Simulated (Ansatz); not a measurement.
# CHAlIO+: one structure at several levels

One table from this session's results is given with a row withheld; the runs are named, their logs left out.

Method: single points in def2-TZVPP; program: Ansatz 0.2.0, Gaussian basis.

Cores are frozen in the correlated methods. Filled d shells of the heavier atoms are correlated. Core potentials replace the inner electrons past krypton, and spin-orbit coupling is left out.

## Starting geometry

SMILES `O=[C+][AlH][I]`, 5 atoms, charge 1, spin multiplicity 1.

Atoms are counted from 1 here; the program's logs count them from 0.

Bond lengths: O1–C2 0.984 Å, C2–Al3 2.107 Å, Al3–I4 2.586 Å, Al3–H5 1.599 Å. Angles: O1–C2–Al3 175.3°, C2–Al3–I4 99.5°, C2–Al3–H5 111.0°, I4–Al3–H5 149.4°.

Geometry (Å):

```xyz
5

O     0.6538   -1.7162    1.3244
C     0.4690   -0.9695    0.7108
Al   -0.0095    0.7073   -0.4728
I    -2.3501   -0.0102   -1.3049
H     1.1518    1.8039   -0.4076
```

The first run:

Input file run/in.yaml:

```yaml
crystal:
  periodic: [false, false, false]
  atoms:
    - {symbol: O, position_ang: [0.653800, -1.716200, 1.324400]}
    - {symbol: C, position_ang: [0.469000, -0.969500, 0.710800]}
    - {symbol: Al, position_ang: [-0.009500, 0.707300, -0.472800]}
    - {symbol: I, position_ang: [-2.350100, -0.010200, -1.304900]}
    - {symbol: H, position_ang: [1.151800, 1.803900, -0.407600]}
basis:
  gaussian: {orbitals: def2-TZVPP}
total_charge: 1
correlation: {method: ccsd_t}
output: {forces: true}
```

The command line of these runs was not kept.

Among the steps run: CCSD(T)/def2-TZVPP; PBE0-D4/def2-TZVPP; wB97M-V/def2-TZVPP; r2SCAN-D4/def2-TZVPP; PBE-D4/def2-TZVPP; HSE06-D4/def2-TZVPP; r2SCAN0-D4/def2-TZVPP.

One of the session's tables, all rows but one given; the rest of the session is left out.

```
    method  RMS force component (eV/Å)  angle to CCSD(T) forces (°)
   CCSD(T)                      10.487                    reference
   PBE0-D4                      10.005                          0.3
   wB97M-V                      10.009                          0.5
 r2SCAN-D4                      10.206                          0.4
    PBE-D4                      10.646                          0.7
  HSE06-D4                           ?                            ?
r2SCAN0-D4                       9.719                          0.5
```

Q: Estimate the row for HSE06-D4 from the others.

The run gave: RMS force component (eV/Å): 10.024; angle to CCSD(T) forces (°): 0.3. In the column «RMS force component (eV/Å)» it lies between wB97M-V (10.009) and r2SCAN-D4 (10.206).
